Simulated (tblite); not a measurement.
# C2H22O5Si8: the cost of one run

Computed with tblite 0.8.0 (tight binding) and PySCF 2.14.0 (DFT, with response routines of our own); each step states its level. Atoms count from 0 throughout.

### 1 The molecule as given

37 atoms, charge 0, multiplicity 1; geometry from: MMFF94s geometry.

Bonds of the start (Å): C0–H15 1.09, C0–H16 1.09, C0–H17 1.10, C0–O1 1.44, C14–H34 1.10, C14–H35 1.10, C14–H36 1.09, O10–Si11 1.66, O13–C14 1.43, O1–Si2 1.66, O4–Si5 1.67, O7–Si8 1.66, Si11–H30 1.48, Si11–O13 1.68, Si11–Si12 2.34, Si12–H31 1.49, Si12–H32 1.49, Si12–H33 1.49, Si2–H18 1.49, Si2–O4 1.66, Si2–Si3 2.33, Si3–H19 1.50, Si3–H20 1.49, Si3–H21 1.49 and more.

### 2 GFN2-xTB relaxation, conformer 1

Job settings and geometry (Å):

```
{"job": {"xc": "GFN2-xTB", "basis": "xTB", "kind": "relax"}, "charge": 0, "multiplicity": 1}
C      4.898400     1.584100     0.450700
O      3.691000     2.351300     0.334900
Si     2.251900     1.547000     0.161400
Si     1.379300     0.899300     2.220800
O      2.444800     0.245000    -0.844500
Si     1.495400    -0.844100    -1.678200
Si     0.376100     0.193300    -3.449100
O      0.486000    -1.577400    -0.597700
Si    -0.912300    -2.472100    -0.562300
Si    -0.976500    -3.811500     1.342300
O     -2.229400    -1.463400    -0.667400
Si    -2.855600    -0.070100    -0.027000
Si    -3.600000    -0.329300     2.175100
O     -1.711100     1.149100    -0.135700
C     -2.149200     2.453000    -0.526400
H      5.715800     2.282000     0.636400
H      5.097800     1.045700    -0.473200
H      4.850200     0.887100     1.298500
H      1.300300     2.496100    -0.490500
H      2.389300     0.066600     2.963400
H      0.140100     0.080600     2.085300
H      1.055700     2.079600     3.073600
H      2.402100    -1.880600    -2.218700
H     -0.511900    -0.796100    -4.141400
H     -0.462800     1.331700    -2.972700
H      1.339600     0.718700    -4.433900
H     -0.929700    -3.344400    -1.757700
H     -0.900800    -2.976000     2.572400
H     -2.241700    -4.584300     1.382300
H      0.169600    -4.768200     1.353600
H     -4.007700     0.322800    -0.866600
H     -4.218300     0.933100     2.659500
H     -4.610800    -1.417700     2.234700
H     -2.464900    -0.692700     3.075800
H     -1.272200     3.109400    -0.537700
H     -2.563800     2.434600    -1.543900
H     -2.876500     2.854400     0.174000
```

On the command line:

```bash
$ OMP_NUM_THREADS=1 python ens_run.py task.json out
```

This one command runs the whole study; its stages follow in the order run.

Q: Estimate the wall time of this first job on 1 thread of Intel Xeon 6975P-C, shared host.

About 20 s.
